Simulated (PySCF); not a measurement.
**A diatomic session: MgHg**

One job finds the state of MgHg, follows it along the bond with each method and fits the curves.

The runs use PySCF 2.14.0; Mg def2-SVPD, Hg def2-SVPD with ECP60, scalar-relativistic core potentials.

### 1 The job

The job is set up so:

```json
{"atoms": "Mg, Hg", "charge": "0", "basis": "Mg def2-SVPD, Hg def2-SVPD with ECP60", "Hamiltonian": "scalar-relativistic core potentials", "basis functions": "56", "electrons treated": "32", "masses in u": "23.9850, 201.9706", "levels": "PBE0, PBE, r²SCAN, B2PLYP, revPBE, M06-L, HSE06, HF, MP2, SCS-MP2, CCSD, CCSD(T)", "grid": "80 radial by 434 angular points", "occupations": "held fixed by the projection of orbital angular momentum", "dissociation limit": "Mg + Hg, each in its ground configuration", "starting distance in angstrom": "2.730", "values of 2S to try": "0, 2"}
```

Command:

```console
OMP_NUM_THREADS=1 python dia.py task.json out
```

The runs that follow: PBE0 along the bond; Higher solutions at PBE0; PBE; r²SCAN (meta-GGA); B2PLYP (double hybrid); revPBE; M06-L (meta-GGA); HSE06; RHF; Correlated methods on the Hartree–Fock reference.

Before running it: what results should come out? Wanted: for each run, Re; ωe; De; μ.

The runs gave:

Lowest PBE0 solution found, without spin–orbit coupling: ¹Σ⁺ (singlet), closed shell. The other levels ran on it alone.

```csv
level,Re (Å),ωe (cm⁻¹),De (eV),μ (D)
RHF-MP2,3.747,39.9,0.063,n/a
RHF-SCS-MP2,4.095,30.4,0.035,n/a
RHF-CCSD(T),4.053,30.7,0.037,n/a
PBE,3.421,64.2,0.088,-0.02
revPBE,3.666,39.9,0.024,0.03
r²SCAN,3.386,63.1,0.088,0.02
M06-L,3.494,53.1,0.067,0.09
PBE0,3.544,53.8,0.063,0.02
HSE06,3.491,59.1,0.074,-0.01
B2PLYP,3.940,27.8,0.020,0.02
```

De is counted to Mg + Hg in their ground configurations. A positive dipole means Mg(−)Hg(+). No constants: RHF (no minimum is bracketed among the points kept); RHF-CCSD (no minimum is bracketed among the points kept).

What this shows: The methods spread over 0.709 Å in bond length, from r²SCAN to RHF-SCS-MP2. CCSD(T) can't serve as the judge here: for a weak bond in this basis it is far from its limit. Among the levels with a De in the table, it runs from 0.020 eV (B2PLYP) to 0.088 eV (PBE).

Correlated steps freeze 1 core orbital. Spin–orbit coupling is left out. B2PLYP dipoles, levels and charges come from its SCF part alone. The bond is weak, and basis-set superposition, which was not computed, may be a sizeable part of it.
